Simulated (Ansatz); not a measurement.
Consider relaxations under a series of pressures of HfMg3, space group Pm-3m (Ansatz 0.2.0 through its Python package).

The script, `compress_hfmg3.py`:
```python
# -*- coding: utf-8 -*-
"""Cell of HfMg3 under pressure."""

import ansatz
import numpy as np

params = {
    "functional": "PBE",
    "cutoff_ev": 470,
    "kspacing": 0.32,
    "width_ev": 0.15,
}

def edges_and_angles(cell):
    cell = np.asarray(cell)
    a, b, c = np.linalg.norm(cell, axis=1)
    cosines = cell[1] @ cell[2] / (b * c), cell[0] @ cell[2] / (a * c), cell[0] @ cell[1] / (a * b)
    return (a, b, c, *np.degrees(np.arccos(cosines)))


def main():
    hfmg3 = (
        ansatz.Lattice.of((4.433376, 0.0, 0.0), (0.0, 4.433376, 0.0), (0.0, 0.0, 4.433376))
        .atom("Mg", (0.5, 0.5, 0.0))
        .atom("Mg", (0.5, 0.0, 0.5))
        .atom("Mg", (0.0, 0.5, 0.5))
        .atom("Hf", (0.0, 0.0, 0.0))
    )

    job = hfmg3.calculation()
    job = job.pseudopotentials("paw", azcp={"folder": "soft_1"}).functional(params["functional"])
    job = job.basis(params["cutoff_ev"])
    job = job.kpoints(spacing=params["kspacing"]).occupations(ansatz.OccupationsMethod.FERMI_DIRAC, width=params["width_ev"])

    # H = F + PV, with 1 GPa A^3 = 1/160.21766 eV
    rows = []
    for pressure in [0, 5, 10, 20]:
        out = job.relax(cell=True, pressure=pressure, force_tolerance=0.05, max_steps=60).run(threads=1, pin="off")
        cell = out.lattice.cell_ang
        n_atoms = len(out.lattice.sites)
        volume = abs(np.linalg.det(cell)) / n_atoms
        enthalpy = out.report["free_energy_ev"] / n_atoms + pressure * volume / 160.21766
        rows.append((pressure, volume, enthalpy, *edges_and_angles(cell)))
        print(f"{pressure} GPa done: {volume:.4f} A^3/atom")

    print(" P (GPa)  V (A^3/atom)  H (eV/atom)     a       b       c")
    for row in rows:
        print("{:8.1f} {:12.4f} {:14.5f} {:7.4f} {:7.4f} {:7.4f}".format(*row[:6]))
    p, v = np.array([row[0] for row in rows], float), np.array([row[1] for row in rows])
    print("mean bulk modulus between rows (GPa):", np.round(-np.diff(p) / np.diff(np.log(v)), 1))


if __name__ == "__main__":
    main()
```

How far does the cell shrink over this series of pressures, and what bulk modulus does the first step imply?

The volume falls from 21.87 Å³ an atom at 0 GPa to 17.34 at 20 GPa, by 20.7 %. Between 0 and 5 GPa, -V dP/dV is about 64 GPa, a mean over that step.

What the script printed:

Running `python compress_hfmg3.py` prints:
```text
0 GPa done: 21.8689 A^3/atom
5 GPa done: 20.2362 A^3/atom
10 GPa done: 19.0415 A^3/atom
20 GPa done: 17.3445 A^3/atom
 P (GPa)  V (A^3/atom)  H (eV/atom)     a       b       c
     0.0      21.8689    -5373.29185  4.4391  4.4391  4.4391
     5.0      20.2362    -5372.63651  4.3258  4.3258  4.3258
    10.0      19.0415    -5372.02458  4.2389  4.2389  4.2389
    20.0      17.3445    -5370.89272  4.1090  4.1090  4.1090
mean bulk modulus between rows (GPa): [ 64.4  82.2 107.1]
```

Reading the output:
- Total energies depend on the potentials; only differences at equal settings carry meaning.
- At a fixed pressure a relaxation lowers the enthalpy F + PV, while F alone can rise.
- For a metal this k-point mesh is coarse: on a finer one energies can move by several to tens of meV an atom and pressures by half a GPa or more, differences at one mesh by less.
- A Fermi-Dirac width this large means warm electrons, whose thermal share enters the free energy.
- Spin-orbit coupling, which matters for elements this heavy, is left out.
- This cell is a computed structure, which may not be the phase found in nature.
- Symmetry holds the cell in this phase, whether or not it is the stable one at each pressure.
- Processor time in the engine: 33 s on 1 thread of Intel(R) Xeon(R) Processor @ 2.30GHz, on a shared host, peak memory 0.56 GiB.
